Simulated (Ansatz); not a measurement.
Predict the output of the script below (the Ansatz DFT code, driven from Python).

`c2h4bn.xyz`
```text
8

B    -1.19640    0.70620   -0.42850
C    -0.11800   -0.07960    0.24360
N     0.33630   -0.80920    1.32270
C     1.19670   -0.60900    0.22730
H    -1.07770    1.18550   -1.54080
H    -2.26570    0.95180    0.12310
H     1.96810    0.11390    0.39500
H     1.24880   -1.51680   -0.39820
```

Script `md.py`:
```python
'''A short Born-Oppenheimer trajectory of C2H4BN.'''

import ansatz
import numpy as np


def main() -> None:
    mol = ansatz.Crystal.molecule_from_extxyz('c2h4bn.xyz')

    base = mol.calculation()
    base = base.basis(gaussian='6-31G*').functional('b3lyp')
    symbols = [site.symbol for site in mol.cartesian_sites]
    start = np.array([site.position_ang for site in mol.cartesian_sites], dtype=float)
    r = base.relax(force_tolerance=0.02).run(threads=1).report
    end = np.array(r['positions_ang'])
    minimum = ansatz.Crystal.molecule()
    for symbol, place in zip(symbols, end):
        minimum = minimum.atom(symbol, place.tolist())

    # dynamics from the relaxed geometry
    base = (
        minimum.calculation()
        .basis(gaussian='6-31G*')
        .functional('b3lyp')
        .md('nvt_nose_hoover', timestep=0.5, steps=40, temperature=800, initial_velocities='maxwell_boltzmann', seed=72, thermostat_time=10)
    )
    frames = []
    outcome = base.session().plan().execute(on_event=lambda e: frames.append(e['data']) if e['event'] == 'md_step' else None)
    print('t (fs)   E_pot (eV)      E_kin (eV)   T (K)   d(0-1) (A)')
    for f in frames[::1]:
        xyz = np.array(f['positions_ang'])
        print(f'{f["time_fs"]:6.2f} {f["lagrangian_ev"]:14.5f} {f["e_kin_ev"]:10.5f} {f["temperature_k"]:8.1f} {np.linalg.norm(xyz[0] - xyz[1]):9.4f}')
    kept = np.array([f['conserved_ev'] for f in frames])
    print(f'conserved energy moves by at most {1000 * np.ptp(kept):.3f} meV')


if __name__ == '__main__':
    main()
```

`python md.py` gives:
```text
t (fs)   E_pot (eV)      E_kin (eV)   T (K)   d(0-1) (A)
  0.00    -4302.90144    0.62045    800.0    1.4964
  0.50    -4302.88745    0.60678    782.4    1.4985
  1.00    -4302.84941    0.56943    734.2    1.5005
  1.50    -4302.79623    0.51722    666.9    1.5023
  2.00    -4302.73814    0.46039    593.6    1.5036
  2.50    -4302.68398    0.40776    525.8    1.5044
  3.00    -4302.63942    0.36504    470.7    1.5046
  3.50    -4302.60649    0.33433    431.1    1.5041
  4.00    -4302.58409    0.31466    405.7    1.5028
  4.50    -4302.56892    0.30280    390.4    1.5007
  5.00    -4302.55641    0.29434    379.5    1.4978
  5.50    -4302.54195    0.28476    367.2    1.4942
  6.00    -4302.52236    0.27094    349.3    1.4900
  6.50    -4302.49775    0.25298    326.2    1.4851
  7.00    -4302.47282    0.23541    303.5    1.4797
  7.50    -4302.45607    0.22659    292.2    1.4739
  8.00    -4302.45607    0.23510    303.1    1.4679
  8.50    -4302.47601    0.26468    341.3    1.4618
  9.00    -4302.51045    0.31092    400.9    1.4559
  9.50    -4302.54722    0.36269    467.7    1.4501
 10.00    -4302.57344    0.40753    525.5    1.4448
 10.50    -4302.58154    0.43735    563.9    1.4400
 11.00    -4302.57181    0.45131    581.9    1.4360
 11.50    -4302.55099    0.45491    586.6    1.4329
 12.00    -4302.52844    0.45666    588.8    1.4309
 12.50    -4302.51227    0.46437    598.7    1.4300
 13.00    -4302.50706    0.48274    622.4    1.4304
 13.50    -4302.51367    0.51293    661.4    1.4321
 14.00    -4302.53051    0.55355    713.7    1.4351
 14.50    -4302.55484    0.60175    775.9    1.4394
 15.00    -4302.58324    0.65375    842.9    1.4451
 15.50    -4302.61140    0.70468    908.6    1.4518
 16.00    -4302.63389    0.74852    965.1    1.4597
 16.50    -4302.64489    0.77892   1004.3    1.4685
 17.00    -4302.64034    0.79155   1020.6    1.4780
 17.50    -4302.62106    0.78714   1014.9    1.4880
 18.00    -4302.59472    0.77340    997.2    1.4984
 18.50    -4302.57397    0.76289    983.7    1.5089
 19.00    -4302.56939    0.76608    987.8    1.5193
 19.50    -4302.58154    0.78372   1010.5    1.5294
 20.00    -4302.59887    0.80478   1037.7    1.5390
conserved energy moves by at most 4.018 meV
```

Reading the output:
- These settings explore the input space; basis and method may be short of convergence.
- The trajectory is only some femtoseconds long, so its temperature is not equilibrated; where the script doesn't relax first, it starts from a rough generated geometry.
- b3lyp holds the VWN-RPA fit, as in Gaussian; the form of ORCA and Turbomole is b3lyp5.
- The temperature counts the internal degrees of freedom alone.
- It ran for 2.2 min on 1 thread of Arm Neoverse V1, with other jobs on the host, peak memory 0.21 GiB.

(Lines on the test bed's own set-up are left out of the output.)
